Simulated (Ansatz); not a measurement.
Consider a check of PAW against all-electron LAPW of Sn, space group Im-3m (the Ansatz DFT code, driven from Python).

Script `paw_lapw_sn.py`:
```python
"""Checking the PAW result for Sn with LAPW."""

from dataclasses import dataclass

import ansatz as az
import numpy as np
import pandas as pd


@dataclass(frozen=True)
class Options:
    filling: str = "Marzari-Vanderbilt"
    sigma: float = 0.05
    k_length: int = 32


settings = Options()


def count_gap(report):
    # lowest empty less highest filled band, counting bands; zero where they overlap
    return max(report.get("gap_by_band_count_ev") or 0.0, 0.0)

lattice = az.Lattice.of(
    (-1.894652, 1.894652, 1.894652),
    (1.894652, -1.894652, 1.894652),
    (1.894652, 1.894652, -1.894652),
)
sites = [
    ("Sn", (0.0, 0.0, 0.0)),
]
structure = az.Crystal(lattice=lattice)
for symbol, position in sites:
    structure = structure.atom(symbol, position)

job = structure.calculation()
job = job.occupations(settings.filling, width=settings.sigma)
job = job.kpoints(length=settings.k_length).functional(az.Functional.PBESOL)
job = job.stress()
job = job.forces()
job = job.band_table()
variants = {
    "PAW": job.pseudopotentials("paw"),
    "LAPW": job.pseudopotentials("all_electron", lapw=True),
}
# totals differ by the cores that each treatment holds, so compare what does not depend on them
rows = []
for label, variant in variants.items():
    r = variant.run().report
    levels = np.array(r["eigenvalues_ev"][0]) - r["fermi_energy_ev"]
    print(label, "levels at the first k-point near E_F:", np.round(levels[np.abs(levels) < 5], 3))
    rows.append((label, r["n_electrons"], np.trace(r["stress_gpa"]) / 3, count_gap(r)))
print(pd.DataFrame(rows, columns=["treatment", "electrons in bands", "P GPa", "gap by band count eV"]).round(4).to_string(index=False))
```

How well do the two treatments of the cores agree on the pressure?

PAW gives -2.376 GPa and LAPW -2.375 GPa, 0.001 GPa apart. They took 1.1 and 4.1 s of processor time.

What the script printed:

`python paw_lapw_sn.py` gives:
```text
DeckWarning: basis.ecutwfc = 420 eV, auto-derived from the records' recommended cutoffs: set by Sn (normal level)
PAW levels at the first k-point near E_F: []
LAPW levels at the first k-point near E_F: []
treatment  electrons in bands   P GPa  gap by band count eV
      PAW                14.0 -2.3756                   0.0
     LAPW                22.0 -2.3747                   0.0
```
(Warnings from the package without file and line.)

Reading the output:
- The computed bands are complete only to about 3.8 eV above the Fermi level.
- A gap by band count of zero or less means overlapping bands, a metal.
- This isn't the structure that Sn takes at ambient conditions.
- Levels are Kohn-Sham eigenvalues on this mesh, without spin-orbit coupling.
- Pressure is positive in compression; the treatments may keep other shells as core, so totals and counts of electrons can differ.
- Processor time in the engine: 5.2 s on 1 thread of Intel(R) Xeon(R) Processor @ 2.30GHz (shared host), peak memory 0.57 GiB.
